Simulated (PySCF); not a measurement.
# C3H10GeOSi: electronic excitations

What electronic excitations should C3H10GeOSi (`CC[SiH2][GeH2][CH]=O`) show?

The runs use PySCF 2.14.0, with density-fitted response routines of our own; the level of theory stands in each step. All values are computed, except where a source is named. Atoms count from 0, in the outputs and in this text.

## 1. The molecule as given

16 atoms, charge 0, multiplicity 1; geometry from: GFN2-xTB.

Bonds of the start (Å): C0–C1 1.52, C1–Si2 1.90, Si2–Ge3 2.36, Ge3–C4 2.00, C4–O5 1.20, C0–H6 1.09, C0–H7 1.09, C0–H8 1.09, C1–H9 1.09, C1–H10 1.09, Si2–H11 1.47, Si2–H12 1.47, Ge3–H13 1.52, Ge3–H14 1.52, C4–H15 1.11.

## 2. TDDFT and polarisability: wB97X-D/def2-SVPD

Job settings and geometry (Å):

```
{"job": {"kind": "uv", "xc": "wB97X-D", "basis": "def2-SVPD", "nstates": 8, "ntriplets": 3}, "charge": 0, "multiplicity": 1}
C      1.657741     0.913516    -0.580442
C      1.165247    -0.420130    -1.131583
Si     0.394603    -1.506646     0.227153
Ge    -1.278885    -0.236905     1.302874
C     -2.368913     0.957653     0.127031
O     -2.205208     1.079123    -1.057659
H      0.827627     1.477373    -0.151865
H      2.405491     0.760387     0.195900
H      2.103156     1.519958    -1.367367
H      1.993912    -0.942288    -1.611782
H      0.421887    -0.228345    -1.907545
H     -0.187025    -2.724921    -0.346712
H      1.420890    -1.895141     1.204489
H     -0.837426     0.715615     2.398563
H     -2.346625    -0.999991     2.061034
H     -3.174070     1.539686     0.626500
```

With the program's defaults for keys left out, this is: TDDFT wB97X-D/def2-SVPD, vertical, gas phase, core orbitals frozen in the response.

The run is started by

```bash
$ OMP_NUM_THREADS=1 python probes_run.py task.json out
```

This one command runs all jobs of the session in turn.

Predict these results of the whole session: lowest singlet (wB97X-D/def2-SVPD); brightest single state of those computed; lowest triplet; surface potential, 1st and 99th percentile.

As calculated:

```
                                quantity                        value
      lowest singlet (wB97X-D/def2-SVPD)  3.38 eV (367 nm), f = 0.000
brightest single state of those computed  state 8, 7.54 eV, f = 0.113
                          lowest triplet                      2.78 eV
   surface potential, 1st and 99th percentile           -1.40 V and 1.03 V
```

The first singlet state (HOMO→LUMO 0.96) lies at 3.38 eV and is dark; of the 8 states computed, the strongest absorption comes from state 8 at 7.54 eV (the last computed, so partners may be missing). The lowest triplet lies 0.60 eV below the lowest singlet (triplets in Tamm-Dancoff, singlets in full TDDFT).
